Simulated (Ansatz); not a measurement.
**LuP (CsCl type): how the settings move a single-point run**

Question: which choices in the input matter for LuP (CsCl type)?

Computed with Ansatz 0.2.0 (reference: DFT, LDA, all-electron PAW with datasets made for the crystal, scalar-relativistic, unless a step's input says otherwise).

4 further runs of the same task are left out: 4 that didn't finish.

### 1 The system as given

The structure is cubic, space group Pm-3m (No. 221). The conventional cell has a = 3.078 Å, b = 3.078 Å, c = 3.078 Å, α = 90.00°, β = 90.00°, γ = 90.00°. Lu (site symmetry m-3m) has 8 P at 2.67 Å as nearest neighbours. P (site symmetry m-3m) has 8 Lu at 2.67 Å as nearest neighbours.

Coordinates:

```xyz
2
Lattice="3.0779 0.0000 0.0000 0.0000 3.0779 0.0000 0.0000 0.0000 3.0779" Properties=species:S:1:pos:R:3 pbc="T T T"
Lu    0.0000    0.0000    0.0000
P     1.5390    1.5390    1.5390
```

### 2 The reference run

input.yaml

```yaml
crystal:
  lattice:
    - [3.0779201599, 0.0, 0.0]
    - [0.0, 3.0779201599, 0.0]
    - [0.0, 0.0, 3.0779201599]
  atoms:
    - { symbol: Lu, position: [0.0, 0.0, 0.0] }
    - { symbol: P, position: [0.5, 0.5, 0.5] }
kpoints:
  mp_grid: { grid: [12, 12, 12] }
scf:
  occupations: { method: fermi_dirac, width: 0.1 }
hamiltonian:
  xc: lda
  pseudopotentials: { kind: all_electron, datasets: crystal }
output:
  forces: true
  stress: true
  eigenvalues: true
```

Command:

```console
$ ansatz run input.yaml --threads 1 --pin off --max-ram 2048MiB --backend cpu --events-out ev --progress --plain --runs-dir out
```

### 3 Variant: mp_grid.grid [10, 10, 10]

Changes to input.yaml since step 2:

```diff
@@ -9,3 +9,3 @@
 kpoints:
-  mp_grid: { grid: [12, 12, 12] }
+  mp_grid: { grid: [10, 10, 10] }
 scf:
```

Before running it: what results should come out? Wanted: for each run, ending; energy change; pressure; gap; force.

**Answer**, as computed:

```csv
run,ending,energy change,pressure (GPa),gap (eV),force (eV/Å),cycles,time
reference,converged,0,36.6,0.00,0.00,10,14 s
"1: mp_grid.grid [10, 10, 10]",converged,+0.7 meV/atom,36.4,0.00,0.00,10,9.9 s
```

Residual by cycle in the longest SCF loop of each run; runs are numbered as in the table. The quantity is the density residual dr2, in eV.

```csv
cycle,reference,run 1
1,1.18,1.18
2,0.258,0.261
3,0.0257,0.0291
4,0.00151,0.00154
5,1.7e-4,2.7e-4
6,3.2e-4,5.5e-4
7,1.5e-4,2.5e-4
8,1.7e-5,2.8e-5
9,2.6e-7,4.1e-7
10,2.6e-9,5.0e-9
```

What this shows: Changing the k-point mesh moves the energy by +0.7 meV/atom. The energy is not variational in the mesh, so the sign tells nothing. The structure is not at rest: the sound run finds 37 GPa, so these are no properties of the relaxed crystal. 
